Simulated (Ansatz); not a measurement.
**Si₂AsH₇ + H₂: a complex and its separated parts**

The complex below is one end of an elementary step. How strongly is it bound against its free parts?

Program: Ansatz 0.2.0, Gaussian basis. Level of theory: PBE0-D4/def2-TZVP structures, single points in def2-TZVPP, no counterpoise correction. These are calculated values, not measurements.

Levels: SPW92, PBE-D4, BLYP-D4, r2SCAN-D4, B97M-V, PBE0-D4, B3LYP-D4, r2SCAN0-D4, BHLYP-D4, CAM-B3LYP-D4, wB97X-V, wB97M-V, B2PLYP, PBE-QIDH, RPA on PBE, Hartree-Fock, MP2, CCSD, CCSD(T).

Correlated methods freeze the cores. Filled d shells of the heavier atoms are correlated. B3LYP uses VWN-RPA correlation. B2PLYP carries no dispersion term here.

94 further runs of the same task are left out: 94 set aside as unsound or not needed.

## (1) Starting geometry

The complex: 12 atoms, charge 0, spin multiplicity 1.

Atoms are counted from 1 here; the program's logs count them from 0.

Bond lengths: Si1–H3 1.489 Å, Si1–H4 1.489 Å, Si1–Si5 2.337 Å, Si1–As7 2.372 Å, H2–H6 0.747 Å, Si5–H8 1.487 Å, Si5–H9 1.488 Å, Si5–H10 1.488 Å, As7–H11 1.523 Å, As7–H12 1.522 Å. Angles: H3–Si1–H4 108.2°, H3–Si1–Si5 110.1°, H3–Si1–As7 112.4°, H4–Si1–Si5 109.8°, H4–Si1–As7 107.3°, Si5–Si1–As7 108.9°, Si1–Si5–H8 110.0°, Si1–Si5–H9 111.0°, Si1–Si5–H10 109.6°, H8–Si5–H9 108.9°, H8–Si5–H10 108.6°, H9–Si5–H10 108.7°, Si1–As7–H11 92.2°, Si1–As7–H12 93.0°, H11–As7–H12 92.4°.

Geometry (Å):

```xyz
12

Si   -1.0486   -0.7192   -0.1637
H     2.8051    0.5162    2.1646
H    -2.1192   -1.0321   -1.1496
H    -1.3948   -1.3802    1.1247
Si   -0.8925    1.5919    0.1478
H     2.6879   -0.0004    1.6379
As    1.0693   -1.5486   -0.8350
H     0.1375    1.8976    1.1756
H    -2.1960    2.1587    0.5875
H    -0.4967    2.2426   -1.1306
H     0.9656   -0.8760   -2.1970
H     0.4826   -2.8507   -1.3621
```

Its parts: Si₂AsH₇ holds atoms 1, 3, 4, 5, 7, 8, 9, 10, 11, 12; H₂ holds atoms 2, 6. Each part counts its atoms afresh in its own runs.

## (2) Relaxing Si₂AsH₇ alone

The input, relax-a/in.yaml:

```yaml
crystal:
  periodic: [false, false, false]
  atoms:
    - {symbol: Si, position_ang: [-1.048608, -0.719172, -0.163691]}
    - {symbol: H, position_ang: [-2.119247, -1.032055, -1.149591]}
    - {symbol: H, position_ang: [-1.394755, -1.380232, 1.124688]}
    - {symbol: Si, position_ang: [-0.892550, 1.591881, 0.147768]}
    - {symbol: As, position_ang: [1.069302, -1.548588, -0.834959]}
    - {symbol: H, position_ang: [0.137463, 1.897612, 1.175609]}
    - {symbol: H, position_ang: [-2.195983, 2.158716, 0.587474]}
    - {symbol: H, position_ang: [-0.496744, 2.242629, -1.130585]}
    - {symbol: H, position_ang: [0.965644, -0.875993, -2.197005]}
    - {symbol: H, position_ang: [0.482581, -2.850684, -1.362138]}
basis:
  gaussian: {orbitals: def2-TZVP}
hamiltonian: {xc: pbe0, dispersion: d4}
relax: {f_tol: 0.005, max_steps: 200}
```

The run is started by

```
> ansatz run in.yaml --threads 8 --pin off --events-out ev --progress --plain --max-ram 19148MiB
```

Further steps of the session: Relaxing H₂ alone; SPW92/def2-TZVPP; PBE-D4/def2-TZVPP; BLYP-D4/def2-TZVPP; r2SCAN-D4/def2-TZVPP; B97M-V/def2-TZVPP; PBE0-D4/def2-TZVPP; B3LYP-D4/def2-TZVPP; r2SCAN0-D4/def2-TZVPP; BHLYP-D4/def2-TZVPP; CAM-B3LYP-D4/def2-TZVPP; wB97X-V/def2-TZVPP; wB97M-V/def2-TZVPP; B2PLYP/def2-TZVPP; PBE-QIDH/def2-TZVPP; RPA on PBE/def2-TZVPP; CCSD(T)/def2-TZVPP; Vibrations of Si₂AsH₇; Vibrations of H₂.

What does the calculation give? Wanted: complex less parts, CCSD(T)/def2-TZVPP; with zero-point energy; largest T1 diagnostic.

**Answer**, as computed:

| quantity | value |
| --- | --- |
| complex less parts, CCSD(T)/def2-TZVPP | -1.70 kJ/mol |
| with zero-point energy | +1.45 kJ/mol |
| largest T1 diagnostic | 0.012 |

What this shows: At CCSD(T) the complex lies 1.70 kJ/mol below its parts. Among the functionals BLYP-D4 lands nearest to CCSD(T) (+0.04 kJ/mol) and SPW92 farthest (-3.14 kJ/mol). By rung, the mean size of the error is: LDA 3.14, GGA 0.92, meta-GGA 0.75, hybrid 0.69, range-separated hybrid 0.60, double hybrid 1.02 kJ/mol. PBE-D4 gives a relative energy 1.80 kJ/mol too low, an error of 106 % of the reference. The complex's frequency run has imaginary modes: the structure is no minimum, so both the energy and the zero-point correction are in doubt. No counterpoise was applied, and triple zeta lacks some correlation, so the CCSD(T) reference has a basis error of its own, and close matches with it are partly luck.
